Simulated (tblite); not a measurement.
# C7H13FO: the cost of one run

Computed with tblite 0.8.0 and PySCF 2.14.0, with density-fitted response routines of our own, on a single molecule in the gas phase. Atoms count from 0, in the outputs and in this text.

**1. The starting structure**

22 atoms, charge 0, multiplicity 1; geometry from: force field or distance geometry start.

Bonds of the start (Å): C0–C1 1.53, C1–O2 1.43, O2–C3 1.45, C3–C4 1.52, C3–C5 1.54, C3–C6 1.53, C6–C7 1.51, C7–F8 1.36, C7–C1 1.51, C0–H9 1.08, C0–H10 1.10, C0–H11 1.09, C1–H12 1.08, C4–H13 1.09, C4–H14 1.09, C4–H15 1.09, C5–H16 1.10, C5–H17 1.09, C5–H18 1.09, C6–H19 1.09, C6–H20 1.09, C7–H21 1.09.

**2. Optimising the geometry with GFN2-xTB**

The job: settings as JSON, then the geometry in Å.

```
{"job": {"kind": "relax", "xc": "GFN2-xTB", "basis": "xTB"}, "charge": 0, "multiplicity": 1}
C      2.377600     0.367800     1.059900
C      1.391200     0.456300    -0.108700
O      0.137800     0.958200     0.362100
C     -0.926700     0.191400    -0.252300
C     -1.949700     1.143400    -0.838400
C     -1.587800    -0.650100     0.857500
C     -0.266700    -0.680500    -1.323100
C      1.131500    -0.876700    -0.774500
F      1.105700    -1.894400     0.132500
H      3.333300    -0.024800     0.744000
H      1.972700    -0.266900     1.859700
H      2.517900     1.359700     1.500600
H      1.760900     1.173000    -0.829000
H     -2.368900     1.797000    -0.077100
H     -2.769300     0.615600    -1.334200
H     -1.479500     1.808700    -1.568300
H     -0.854200    -1.282900     1.376900
H     -2.012500    -0.004700     1.631700
H     -2.381200    -1.281400     0.467900
H     -0.202800    -0.138400    -2.264000
H     -0.803900    -1.616900    -1.486800
H      1.864300    -1.134000    -1.540100
```

Command:

```bash
$ OMP_NUM_THREADS=1 python probes_run.py task.json out
```

This one command runs all jobs of the session in turn.

Q: Estimate the wall time and peak memory of this first job on 1 thread of Arm Neoverse N1, shared host.

About 1.2 s, with a peak of 0.18 GiB.
